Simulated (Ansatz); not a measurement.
**C2H7NSe: up Jacob's ladder to CCSD(T)**

The task here is to estimate one member of a computed series from the others.

Program: Ansatz 0.2.0, Gaussian basis. Level of theory: functionals in def2-TZVPP, the program's frozen cores in correlated methods. These are calculated values, not measurements.

The runs, in order: PBE-D4, r2SCAN-D4, PBE0-D4, B3LYP-D4, ωB97X-V, ωB97M-V, B2PLYP; CCSD(T)/def2-TZVPP; MP2/def2-QZVPP; extrapolation to the limit.

## Structure used throughout

The geometry comes from an earlier relaxation with PBE0-D4 in a triple-zeta def2 set; it is a stationary point, not always the lowest conformer.

SMILES `C[Se]CN`, 11 atoms, charge 0, spin multiplicity 1.

Atoms are counted from 1 here; the program's logs count them from 0.

Bond lengths: C1–Se2 1.941 Å, C1–H5 1.090 Å, C1–H6 1.089 Å, C1–H7 1.090 Å, Se2–C3 1.984 Å, C3–N4 1.427 Å, C3–H8 1.091 Å, C3–H9 1.090 Å, N4–H10 1.011 Å, N4–H11 1.012 Å. Angles: Se2–C1–H5 110.8°, Se2–C1–H6 107.1°, Se2–C1–H7 110.4°, H5–C1–H6 108.7°, H5–C1–H7 110.5°, H6–C1–H7 109.2°, C1–Se2–C3 96.8°, Se2–C3–N4 117.9°, Se2–C3–H8 103.5°, Se2–C3–H9 106.7°, N4–C3–H8 110.3°, N4–C3–H9 109.8°, H8–C3–H9 108.0°, C3–N4–H10 111.9°, C3–N4–H11 111.5°, H10–N4–H11 108.0°.

The first run:

Input file in.yaml:

```yaml
crystal:
  periodic: [false, false, false]
  atoms:
    - {symbol: C, position_ang: [-1.320689, 1.109682, 0.155215]}
    - {symbol: Se, position_ang: [0.452711, 1.122832, 0.945035]}
    - {symbol: C, position_ang: [0.921154, -0.752170, 0.497722]}
    - {symbol: N, position_ang: [1.056278, -1.096222, -0.881078]}
    - {symbol: H, position_ang: [-1.265537, 0.930957, -0.918468]}
    - {symbol: H, position_ang: [-1.754114, 2.094529, 0.323510]}
    - {symbol: H, position_ang: [-1.945377, 0.356856, 0.635882]}
    - {symbol: H, position_ang: [1.864046, -0.911464, 1.022354]}
    - {symbol: H, position_ang: [0.164709, -1.383806, 0.964469]}
    - {symbol: H, position_ang: [0.174817, -1.036679, -1.372698]}
    - {symbol: H, position_ang: [1.717404, -0.491417, -1.351242]}
basis:
  gaussian: {orbitals: def2-TZVPP}
hamiltonian: {xc: pbe, dispersion: d4}
output: {forces: true, orbitals: {seedname: orbitals}}
```

Run with:

```console
$ ansatz run in.yaml --threads 4 --pin off --events-out ev --progress --plain --max-ram 10444MiB
```

Steps of the session up to this table: PBE-D4 (GGA); r2SCAN-D4 (meta-GGA); PBE0-D4 (hybrid); B3LYP-D4 (hybrid); ωB97X-V (range-separated); ωB97M-V (range-separated); B2PLYP (double hybrid); CCSD(T) in def2-TZVPP; MP2 in def2-QZVPP.

One of the session's tables, all rows but one given; the rest of the session is left out.

```
            method  atomisation energy (kJ/mol)
            PBE-D4                       3938.0
         r2SCAN-D4                       3847.6
           PBE0-D4                            ?
          B3LYP-D4                       3860.4
           ωB97X-V                       3857.7
           ωB97M-V                       3852.2
            B2PLYP                       3808.3
     HF/def2-TZVPP                       2709.6
    MP2/def2-TZVPP                       3781.1
   CCSD/def2-TZVPP                       3691.0
CCSD(T)/def2-TZVPP                       3749.3
           MP2/CBS                       3885.3
       CCSD(T)/CBS                       3853.5
```

Q: Estimate the row for PBE0-D4 from the others.

As computed: atomisation energy (kJ/mol): 3864.6. In the column «atomisation energy (kJ/mol)» it lies between B3LYP-D4 (3860.4) and MP2/CBS (3885.3).
